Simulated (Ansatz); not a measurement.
La₃Ag, space group Pm-3m, a phonon calculation by finite displacements

Program: Ansatz 0.2.0, Python API.

Interactive session:
```pycon
>>> from pathlib import Path
>>> import warnings
>>> import ansatz as az
>>> import numpy as np
>>> warnings.simplefilter('ignore', az.DeckWarning)
>>> structure = (
...     az.Lattice.of((5.0195, 0.0, 0.0), (0.0, 5.0195, 0.0), (0.0, 0.0, 5.0195))
...     .atom('La', (0.0, 0.5, 0.5))
...     .atom('La', (0.5, 0.0, 0.5))
...     .atom('La', (0.5, 0.5, 0.0))
...     .atom('Ag', (0.0, 0.0, 0.0))
... )
>>> structure.resolved().tree()['lattice']
((5.0195, 0.0, 0.0), (0.0, 5.0195, 0.0), (0.0, 0.0, 5.0195))
>>> # the cell itself: zone-centre modes alone
>>> calc = (
...     structure.calculation()
...     .functional('r2scan')
...     .pseudopotentials('paw')
...     .basis(530)
...     .occupations('Methfessel-Paxton', width=0.1)
...     .kpoints(6, 6, 6)
...     .phonons('fd', supercell=1)
... )
>>> out = calc.run(threads=1, pin='off', runs_dir='out')
RunWarning: on the 12×12×12 q-mesh 240 entries of the irreducible table, 2.993e0 modes per cell, the lowest at -57.79 cm⁻¹, stand at or below zero and are read as no rigid motion or as one in doubt: the zero-point energy, F, S and C_V leave that weight out. The structure may be unstable at those wave vectors; or the [...]
>>> folder = Path(out.output_folder) / 'results'
>>> ph = out.phonons
>>> print('modes at Gamma (1/cm):', np.round(ph.gamma_omega_inv_cm, 1) + 0.0)
modes at Gamma (1/cm): [-57.8 -57.8 -57.8   0.    0.    0.   59.7  59.7  59.7  93.7  93.7  93.7]
>>> print(f'{ph.n_members} displaced supercells, sum-rule residual {ph.asr_residual_pre_ev_ang2:.1e} eV/A^2')
2 displaced supercells, sum-rule residual 9.5e-04 eV/A^2
>>> optical = np.sort(ph.gamma_omega_inv_cm)
>>> print('imaginary modes at Gamma:', int((optical < -10).sum()), '- highest mode', round(float(optical[-1]), 1), '1/cm')
imaginary modes at Gamma: 3 - highest mode 93.7 1/cm
```

The cell isn't relaxed first, so the values belong to this volume. The mesh is modest for a metal, so energies can be off by several to tens of meV an atom and pressures by half a GPa or more; differences at equal mesh fare better. Some modes are imaginary (printed negative) at these settings, from an unstable structure or from unconverged force constants, so sums over modes carry no meaning. The structure comes from a database of computed cells and needn't be a stable or known phase. Warnings are shown shortened and without file and line. The structure is taken as given and the supercell is small; imaginary modes can come from an unrelaxed or unstable start. Phonons of metals also depend on mesh and smearing. The script silences the warnings on its input, which a real study should read. Run time: 2.4 min on 1 thread of Arm Neoverse V1, on a shared host, peak memory 1.1 GiB.
